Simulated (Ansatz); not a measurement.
# CsH (rocksalt type): a single-point run

Aim: a sound single-point run of CsH (rocksalt type). The structure is shown as the input types it.

Computed with Ansatz 0.2.0 (DFT, LDA, all-electron PAW with datasets made for the crystal, scalar-relativistic, unless a step's input says otherwise).

### 1 The structure to begin with

The structure is cubic, space group Fm-3m (No. 225). The conventional cell has a = 4.601 Å, b = 4.601 Å, c = 4.601 Å, α = 90.00°, β = 90.00°, γ = 90.00°. Cs (site symmetry m-3m) is surrounded by 6 H at 2.30 Å. H (site symmetry m-3m) is surrounded by 6 Cs at 2.30 Å.

Coordinates:

```cif
data_structure
_symmetry_space_group_name_H-M 'Fm-3m'
_symmetry_Int_Tables_number 225
_cell_length_a 4.6011
_cell_length_b 4.6011
_cell_length_c 4.6011
_cell_angle_alpha 90.000
_cell_angle_beta 90.000
_cell_angle_gamma 90.000
_cell_volume 97.40
loop_
_atom_site_label
_atom_site_type_symbol
_atom_site_symmetry_multiplicity
_atom_site_Wyckoff_symbol
_atom_site_fract_x
_atom_site_fract_y
_atom_site_fract_z
_atom_site_occupancy
Cs1 Cs 4 a 0.00000 0.00000 0.00000 1
H1 H 4 b 0.50000 0.00000 0.00000 1
```

### 2 The run

input.yaml reads:

```yaml
crystal:
  lattice:
    - [0.0, 2.30053756, 2.30053756]
    - [2.30053756, 0.0, 2.30053756]
    - [2.30053756, 2.30053756, 0.0]
  atoms:
    - { symbol: Cs, position: [0.0, 0.0, 0.0] }
    - { symbol: H, position: [0.5, 0.5, 0.5] }
kpoints:
  mp_grid: { grid: [12, 12, 12] }
scf:
  occupations: { method: fermi_dirac, width: 0.05 }
  max_iter: 80
hamiltonian:
  xc: lda
  pseudopotentials: { kind: all_electron, datasets: crystal }
output:
  forces: true
  stress: true
  eigenvalues: true
magnetization:
  spin_polarized: true
  initial_magnetization: 7
```

Launch:

```
> ansatz run input.yaml --threads 1 --pin off --max-ram 2048MiB --backend cpu --events-out ev --progress --plain --runs-dir out
```

Q: Will this input give a usable result? If not, why, and what should change?

The run converged and reported no error, with warnings (crystal datasets made, seeded moment not kept). It gives a pressure of 51 GPa, which is large; a structure far from rest gives such values too, whatever the setting.

In the input, magnetization.spin_polarized is true; magnetization.initial_magnetization is 7. A typed moment is only a start; here the run ends at the energy of the run without it (within 1 meV an atom), so the result stands.

No remedy is needed.
